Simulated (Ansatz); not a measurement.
**C2H8GeSi: a ladder of functionals and wavefunction methods**

How much do the methods differ for C2H8GeSi? The plan is to run it at one geometry with functionals of several rungs and with coupled cluster. The yardstick is the atomisation energy at the CCSD(T) limit.

The runs use Ansatz 0.2.0, Gaussian basis; functionals in def2-TZVPP, the program's frozen cores in correlated methods.

Plan: LDA (SPW92), PBE-D4, revPBE-D4, BLYP-D4, r2SCAN-D4, B97M-V, PBE0-D4, B3LYP-D4, r2SCANh-D4, r2SCAN0-D4, HSE06-D4, BHLYP-D4, CAM-B3LYP-D4, LC-ωPBE, ωB97X-V, ωB97M-V, B2PLYP, PBE-QIDH; CCSD(T)/def2-SVP; CCSD(T)/def2-TZVPP; MP2/def2-QZVPP; extrapolation to the limit; RPA on PBE.

## (1) The relaxed structure

An earlier PBE0-D4 in a triple-zeta def2 set relaxation fixed the geometry.

SMILES `[SiH3][CH]1[CH2][GeH2]1`, 12 atoms, charge 0, spin multiplicity 1.

Atoms are counted from 1 here; the program's logs count them from 0.

Bond lengths: Si1–C2 1.848 Å, Si1–H5 1.487 Å, Si1–H6 1.492 Å, Si1–H7 1.490 Å, C2–C3 1.533 Å, C2–Ge4 1.955 Å, C2–H8 1.088 Å, C3–Ge4 1.935 Å, C3–H9 1.086 Å, C3–H10 1.085 Å, Ge4–H11 1.522 Å, Ge4–H12 1.522 Å. Angles: C2–Si1–H5 110.7°, C2–Si1–H6 112.4°, C2–Si1–H7 108.8°, H5–Si1–H6 108.3°, H5–Si1–H7 109.0°, H6–Si1–H7 107.5°, Si1–C2–C3 120.1°, Si1–C2–Ge4 118.9°, Si1–C2–H8 115.1°, C3–C2–Ge4 66.1°, C3–C2–H8 114.7°, Ge4–C2–H8 113.2°, C2–C3–Ge4 67.5°, C2–C3–H9 117.1°, C2–C3–H10 116.9°, Ge4–C3–H9 117.5°, Ge4–C3–H10 117.9°, H9–C3–H10 112.9° and more.

## (2) LDA

This LDA is Slater exchange with PW92 correlation.

in.yaml reads:

```yaml
crystal:
  periodic: [false, false, false]
  atoms:
    - {symbol: Si, position_ang: [-0.708811, 1.223032, -0.997542]}
    - {symbol: C, position_ang: [-0.525169, -0.011887, 0.364993]}
    - {symbol: C, position_ang: [0.760796, -0.049856, 1.198448]}
    - {symbol: Ge, position_ang: [0.570176, -1.602034, 0.058476]}
    - {symbol: H, position_ang: [-1.821432, 0.841329, -1.907615]}
    - {symbol: H, position_ang: [-0.972475, 2.599585, -0.486197]}
    - {symbol: H, position_ang: [0.560350, 1.270734, -1.777238]}
    - {symbol: H, position_ang: [-1.434891, -0.219908, 0.923791]}
    - {symbol: H, position_ang: [1.536372, 0.665993, 0.944449]}
    - {symbol: H, position_ang: [0.647485, -0.188383, 2.268197]}
    - {symbol: H, position_ang: [1.371577, -1.675321, -1.233537]}
    - {symbol: H, position_ang: [0.093024, -2.908383, 0.677877]}
basis:
  gaussian: {orbitals: def2-TZVPP}
hamiltonian: {xc: lda}
output: {orbitals: {seedname: orbitals}}
```

Started as:

```console
$ ansatz run in.yaml --threads 4 --pin off --events-out ev --progress --plain --max-ram 10444MiB
```

The runs that follow: PBE-D4 (GGA); revPBE-D4 (GGA); BLYP-D4 (GGA); r2SCAN-D4 (meta-GGA); B97M-V (meta-GGA); PBE0-D4 (hybrid); B3LYP-D4 (hybrid); r2SCANh-D4 (hybrid); r2SCAN0-D4 (hybrid); HSE06-D4 (hybrid); BHLYP-D4 (hybrid); CAM-B3LYP-D4 (range-separated); LC-ωPBE (range-separated); ωB97X-V (range-separated); ωB97M-V (range-separated); B2PLYP (double hybrid); PBE-QIDH (double hybrid); CCSD(T) in def2-SVP; CCSD(T) in def2-TZVPP; MP2 in def2-QZVPP; RPA on PBE orbitals.

**Question.** What will the summary of the whole plan be? Wanted: atomisation energy, CCSD(T)/CBS; farthest beyond LDA; mean size of error, GGA; mean size of error, meta-GGA; mean size of error, hybrid; mean size of error, range-separated; mean size of error, double hybrid; gap, smallest and largest; T1 diagnostic.

**Answer**, as computed:

| quantity | value |
| --- | --- |
| atomisation energy, CCSD(T)/CBS | 3976.9 kJ/mol |
| functionals within 39.8 kJ/mol (1.0 %) | PBE-D4, r2SCAN-D4, B97M-V, PBE0-D4, B3LYP-D4, r2SCANh-D4, r2SCAN0-D4, HSE06-D4, CAM-B3LYP-D4, ωB97X-V, ωB97M-V, PBE-QIDH |
| farthest beyond LDA | BHLYP-D4 (-96.1 kJ/mol) |
| mean size of error, GGA | 47.7 kJ/mol |
| mean size of error, meta-GGA | 8.5 kJ/mol |
| mean size of error, hybrid | 38.3 kJ/mol |
| mean size of error, range-separated | 20.3 kJ/mol |
| mean size of error, double hybrid | 49.4 kJ/mol |
| gap, smallest and largest | 4.89 eV (BLYP-D4), 11.35 eV (LC-ωPBE) |
| T1 diagnostic | 0.0111 |
| triples share of the correlation energy | 4.0 % |

The LDA atomisation energy is off by 488.5 kJ/mol (12 %): it overbinds. PBE-D4 is off by +3.2 kJ/mol. Double hybrids carry the basis error of their MP2 part in triple zeta, and no dispersion term here, so their miss is partly the set-up's. The rungs meta-GGA, range-separated, hybrid miss on average by less than the doubt on the reference (39.8 kJ/mol), so they tie. Misses under about 39.8 kJ/mol are within the doubt on the reference itself, which lacks core-valence correlation, relativity and higher excitations, and its outer-core shells are covered unevenly. Hartree-Fock recovers 74 % of the binding; the rest is correlation. CCSD(T) in def2-SVP is off by -224.9 kJ/mol, worse than the median functional, from the basis alone. The gap grows from 4.9 to 11.4 eV across the functionals, mostly with the share of exact exchange. Correlated methods include outer-core shells of Ge, which these sets cover unevenly.
